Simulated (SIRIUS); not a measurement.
# Hf3F2 (Pm-3m) in SIRIUS: reference runs

How does Hf3F2 come out in PBE? The cell is run as given.

All numbers are computed with SIRIUS 7.10.0; they aren't measurements. Logs are shortened: lines on timing, memory, paths and dates and some standing lists are left out, and cuts for length are marked. The log counts tension as positive stress, the text compression.

### Step 1. The crystal as given

It takes space group Pm-3m (No. 221, cubic). Conventional cell: a = 4.524 Å, b = 4.524 Å, c = 4.524 Å, α = 90.00°, β = 90.00°, γ = 90.00°. Hf (site symmetry 4/mmm) has 2 F at 2.26 Å as nearest neighbours. F (site symmetry m-3m) is surrounded by 6 Hf at 2.26 Å. F (site symmetry m-3m) has 12 Hf at 3.20 Å as nearest neighbours.

The cell was built by a generator and needn't be a form met in nature.

### Step 2. Single point, PBE

sirius.json reads:

```json
{
  "control": {
    "processing_unit": "cpu",
    "verbosity": 2,
    "num_bands_to_print": 35,
    "print_forces": true,
    "print_stress": true
  },
  "parameters": {
    "electronic_structure_method": "pseudopotential",
    "xc_functionals": ["XC_GGA_X_PBE", "XC_GGA_C_PBE"],
    "gk_cutoff": 9.2,
    "pw_cutoff": 18.4,
    "ngridk": [6, 6, 6],
    "shiftk": [0, 0, 0],
    "smearing": "fermi_dirac",
    "smearing_width": 0.0018374661,
    "num_bands": 35,
    "num_mag_dims": 0,
    "num_dft_iter": 100,
    "energy_tol": 1e-08,
    "density_tol": 1e-06
  },
  "iterative_solver": {
    "type": "davidson",
    "min_tolerance": 1e-09,
    "tolerance_scale": [0.1, 0.25]
  },
  "mixer": {
    "type": "anderson",
    "beta": 0.7,
    "max_history": 8
  },
  "settings": {
    "tol_ne": 1e-10,
    "pseudo_grid_cutoff": 6.5
  },
  "unit_cell": {
    "lattice_vectors": [
      [8.549990261824, 0.0, 0.0],
      [0.0, 8.549990261824, 0.0],
      [0.0, 0.0, 8.549990261824]
    ],
    "atom_coordinate_units": "lattice",
    "atom_types": ["Hf", "F"],
    "atom_files": {
      "F": "F.json",
      "Hf": "Hf.json"
    },
    "atoms": {
      "Hf": [
        [0.5, 0.0, 0.0],
        [0.0, 0.5, 0.0],
        [0.0, 0.0, 0.5]
      ],
      "F": [
        [0.0, 0.0, 0.0],
        [0.5, 0.5, 0.5]
      ]
    }
  }
}
```

Potentials or basis: PseudoDojo 0.4.1 PBE standard (scalar relativistic).

On the command line:

```sh
> upf_to_json F.upf
> upf_to_json Hf.upf
> OMP_NUM_THREADS=1 sirius.scf --input=sirius.json --output=out.json --task=0
```

Output:

```text
[info] SIRIUS version : 7.10.0
[info] number of MPI ranks           : 1
[info] MPI grid                      : 1 1
[info] maximum number of OMP threads : 1
[fft] FFT context for density and potential
[fft] =====================================
[fft]   comm size                             : 1
[fft]   plane wave cutoff                     : 18.4
[fft]   grid size                             : 54 54 54   total : 157464
[fft]   grid limits                           : -26 27   -26 27   -26 27
[fft]   number of G-vectors within the cutoff : 32850
[fft]   local number of G-vectors             : 32850
[fft]   number of G-shells                    : 1684
[fft] FFT context for coarse grid
[fft] =====================================
[fft]   comm size                             : 1
[fft]   plane wave cutoff                     : 18.4
[fft]   grid size                             : 54 54 54   total : 157464
[fft]   grid limits                           : -26 27   -26 27   -26 27
[fft]   number of G-vectors within the cutoff : 32850
[fft]   local number of G-vectors             : 32850
[fft]   number of G-shells                    : 1684
[unit cell] lattice vectors
[unit cell]   a1 :       8.5499902618      0.0000000000      0.0000000000
[unit cell]   a2 :       0.0000000000      8.5499902618      0.0000000000
[unit cell]   a3 :       0.0000000000      0.0000000000      8.5499902618
[unit cell] reciprocal lattice vectors
[unit cell]   b1 :       0.7348763115      0.0000000000      0.0000000000
[unit cell]   b2 :       0.0000000000      0.7348763115      0.0000000000
[unit cell]   b3 :       0.0000000000      0.0000000000      0.7348763115
[unit cell] unit cell volume :       625.02423935 [a.u.^3]
[unit cell] 1/sqrt(omega)    :         0.03999922
[unit cell] MT volume        :         0.00000000 ( 0.00%)
[unit cell] IT volume        :       625.02423935 (100.00%)
[unit cell] number of atom types : 2
[unit cell] type id : 0 symbol : Hf mt_radius :  16.550000 num_atoms : 3
[unit cell] type id : 1 symbol :  F mt_radius :   8.310000 num_atoms : 2
[unit cell] total number of atoms : 5
[unit cell] number of symmetry classes : 3
[unit cell] number of PAW atoms : 0
[unit cell] atom id  type id  class id             position                      vector_field
[unit cell] ------------------------------------------------------------------------------------------
[unit cell]      0        0        0      0.50000   0.00000   0.00000      0.00000   0.00000   0.00000
[unit cell]      1        0        0      0.00000   0.50000   0.00000      0.00000   0.00000   0.00000
[unit cell]      2        0        0      0.00000   0.00000   0.50000      0.00000   0.00000   0.00000
[unit cell]      3        1        1      0.00000   0.00000   0.00000      0.00000   0.00000   0.00000
[unit cell]      4        1        2      0.50000   0.50000   0.50000      0.00000   0.00000   0.00000
[unit cell] atom id         position (Cartesian, a.u.)
[unit cell] ---------------------------------------------
[unit cell]      0       4.274995    0.000000    0.000000
[unit cell]      1       0.000000    4.274995    0.000000
[unit cell]      2       0.000000    0.000000    4.274995
[unit cell]      3       0.000000    0.000000    0.000000
[unit cell]      4       4.274995    4.274995    4.274995
[unit cell] class id : 0 atom id : 0 1 2
[unit cell] class id : 1 atom id : 3
[unit cell] class id : 2 atom id : 4
[... 319 lines left out ...]
[diagonalize] ik:   17   -1.872257   -1.872084   -1.871914   -0.764831   -0.722966   -0.722566   -0.722092   -0.719599   -0.717491   -0.710289   -0.709950   -0.709556   -0.587714   -0.386691    0.016303    0.024628    0.025359    0.266327    0.268174    0.274349    0.379734    0.383399    0.396393    0.404178    0.445438    0.445634    0.470597    0.472472    0.493458    0.496650    0.540190    0.555233    0.558618    0.569231    0.573709
[diagonalize] ik:   18   -1.872085   -1.872083   -1.872083   -0.767687   -0.723761   -0.722749   -0.722749   -0.718567   -0.716733   -0.709753   -0.709753   -0.708742   -0.584369   -0.386717    0.015186    0.015186    0.023925    0.270355    0.270355    0.273826    0.382667    0.382667    0.383735    0.397507    0.449449    0.449449    0.460260    0.499688    0.499688    0.514569    0.545605    0.559403    0.563141    0.572710    0.585465
[diagonalize] ik:   19   -1.872082   -1.872082   -1.872082   -0.770550   -0.723745   -0.723745   -0.723745   -0.716727   -0.716727   -0.708739   -0.708739   -0.708739   -0.581166   -0.386762    0.014076    0.014076    0.014076    0.274140    0.274140    0.274140    0.376978    0.376978    0.376978    0.390509    0.452614    0.452614    0.452614    0.525669    0.525669    0.525669    0.561220    0.561220    0.577864    0.577864    0.577864
[find] Charges and magnetic moments
[find] --------------------------------------------------------------------------------
[find] total charge          : 50.000000
[find] Energy
[find] --------------------------------------------------------------------------------
[find] valence_eval_sum               :     -20.45316591
[find] <rho|V^{XC}>                   :     -39.58743491
[find] <rho|E^{XC}>                   :     -53.69899350
[find] <mag|B^{XC}>                   :       0.00000000
[find] <rho|V^{H}>                    :      83.77036090
[find] one-electron contribution      :     -64.63609189 (Ha),    -129.27218379 (Ry)
[find] hartree contribution           :      41.88518045
[find] xc contribution                :     -53.69899350
[find] ewald contribution             :    -141.96488251
[find] PAW contribution               :       0.00000000
[find] smearing (-TS)                 :      -0.00161468
[find] SCF correction                 :      -0.00000897
[find] Total energy                   :    -218.41479643 (Ha),    -436.82959287 (Ry)
[find] Free energy (E-TS)             :    -218.41641111 (Ha),    -436.83282222 (Ry)
[find] band gap (eV)                  :       0.00000000
[find] Efermi                         :       0.43148571
[find] iteration : 12, RMS : 2.360663135419e-07, energy difference : -8.357460501429e-09
[find] Hartree energy of density residual : 1.806613946303e-11
[find] bands are converged : true
[find] iterative solver converged : true
[find] converged after 13 SCF iterations!
[find] Charges and magnetic moments
[find] --------------------------------------------------------------------------------
[find] total charge          : 50.000000
[find] Energy
[find] --------------------------------------------------------------------------------
[find] valence_eval_sum               :     -20.45316591
[find] <rho|V^{XC}>                   :     -39.58743491
[find] <rho|E^{XC}>                   :     -53.69899350
[find] <mag|B^{XC}>                   :       0.00000000
[find] <rho|V^{H}>                    :      83.77036090
[find] one-electron contribution      :     -64.63609189 (Ha),    -129.27218379 (Ry)
[find] hartree contribution           :      41.88518045
[find] xc contribution                :     -53.69899350
[find] ewald contribution             :    -141.96488251
[find] PAW contribution               :       0.00000000
[find] smearing (-TS)                 :      -0.00161468
[find] SCF correction                 :      -0.00000897
[find] Total energy                   :    -218.41479643 (Ha),    -436.82959287 (Ry)
[find] Free energy (E-TS)             :    -218.41641111 (Ha),    -436.83282222 (Ry)
[find] band gap (eV)                  :       0.00000000
[find] Efermi                         :       0.43148571
[ground_state] === stress tensor components [kbar] ===
[ground_state] === stress_kin ===
[ground_state] -23725.938543    0.000000   -0.000000
[ground_state]     0.000000-23725.938543    0.000000
[ground_state]    -0.000000    0.000000-23725.938543
[ground_state] === stress_har ===
[ground_state] -6572.035210   -0.000000   -0.000000
[ground_state]    -0.000000-6572.035210    0.000000
[ground_state]    -0.000000    0.000000-6572.035210
[ground_state] === stress_ewald ===
[ground_state] 22275.138759    0.000000   -0.000000
[ground_state]     0.00000022275.138759    0.000000
[ground_state]    -0.000000    0.00000022275.138759
[ground_state] === stress_vloc ===
[ground_state]  6921.400386    0.000000   -0.000000
[ground_state]     0.000000 6921.400386    0.000000
[ground_state]    -0.000000    0.000000 6921.400386
[ground_state] === stress_xc ===
[ground_state] -6342.790067    0.000000    0.000000
[ground_state]     0.000000-6342.790067   -0.000000
[ground_state]     0.000000   -0.000000-6342.790067
[ground_state] === stress_core ===
[ground_state] 12202.096009    0.000000    0.000000
[ground_state]     0.00000012202.096009    0.000000
[ground_state]     0.000000    0.00000012202.096009
[ground_state] === stress_nonloc ===
[ground_state] -4755.421532    0.000000   -0.000000
[ground_state]     0.000000-4755.421532    0.000000
[ground_state]    -0.000000    0.000000-4755.421532
[ground_state] === stress_us_nl ===
[ground_state] -4755.421532    0.000000   -0.000000
[ground_state]     0.000000-4755.421532    0.000000
[ground_state]    -0.000000    0.000000-4755.421532
[ground_state] === stress_total ===
[ground_state]     2.449804   -0.000000   -0.000000
[ground_state]    -0.000000    2.449804    0.000000
[ground_state]    -0.000000    0.000000    2.449804
[ground_state] ==== total Forces in Ha/bohr =====
[ground_state] atom:    0, force:       0.0000000      0.0000000      0.0000000
[ground_state] atom:    1, force:       0.0000000      0.0000000      0.0000000
[ground_state] atom:    2, force:       0.0000000      0.0000000      0.0000000
[ground_state] atom:    3, force:       0.0000000      0.0000000      0.0000000
[ground_state] atom:    4, force:       0.0000000      0.0000000      0.0000000
[ground_state] ==== ultrasoft contribution from Qij =====
[ground_state] atom:    0, force:       0.0000000      0.0000000      0.0000000
[ground_state] atom:    1, force:       0.0000000      0.0000000      0.0000000
[ground_state] atom:    2, force:       0.0000000      0.0000000      0.0000000
[ground_state] atom:    3, force:       0.0000000      0.0000000      0.0000000
[ground_state] atom:    4, force:       0.0000000      0.0000000      0.0000000
[ground_state] ==== non-local contribution from Beta-projector =====
[ground_state] atom:    0, force:       0.0000000      0.0000000      0.0000000
[ground_state] atom:    1, force:       0.0000000      0.0000000      0.0000000
[ground_state] atom:    2, force:       0.0000000      0.0000000      0.0000000
[ground_state] atom:    3, force:       0.0000000      0.0000000      0.0000000
[ground_state] atom:    4, force:       0.0000000      0.0000000      0.0000000
[ground_state] ==== contribution from local potential =====
[ground_state] atom:    0, force:       0.0000000      0.0000000      0.0000000
[ground_state] atom:    1, force:       0.0000000      0.0000000      0.0000000
[ground_state] atom:    2, force:       0.0000000      0.0000000      0.0000000
[ground_state] atom:    3, force:       0.0000000      0.0000000      0.0000000
[ground_state] atom:    4, force:       0.0000000      0.0000000      0.0000000
[ground_state] ==== contribution from core density =====
[ground_state] atom:    0, force:       0.0000000      0.0000000      0.0000000
[ground_state] atom:    1, force:       0.0000000      0.0000000      0.0000000
[ground_state] atom:    2, force:       0.0000000      0.0000000      0.0000000
[ground_state] atom:    3, force:       0.0000000      0.0000000      0.0000000
[ground_state] atom:    4, force:       0.0000000      0.0000000      0.0000000
[ground_state] ==== Ewald forces from ions =====
[ground_state] atom:    0, force:       0.0000000      0.0000000      0.0000000
[ground_state] atom:    1, force:       0.0000000      0.0000000      0.0000000
[ground_state] atom:    2, force:       0.0000000      0.0000000      0.0000000
[ground_state] atom:    3, force:       0.0000000      0.0000000      0.0000000
[ground_state] atom:    4, force:       0.0000000      0.0000000      0.0000000
[~DFT_ground_state] local op. applied: 23021
[~DFT_ground_state] evp. work count: 2746.71
[~DFT_ground_state] number of iterative solver steps: 1014
```

Wall time 4.4 min (1 thread of Arm Neoverse V1, shared host); peak memory 0.81 GiB.

What came out:

| Item | Value |
| --- | --- |
| Free energy | -5943.4133 eV |
| Pressure | -0.2 GPa |
| Band gap on the k mesh | none (metal or under the smearing width) |

Spin-orbit coupling is left out, which matters for the levels of Hf.
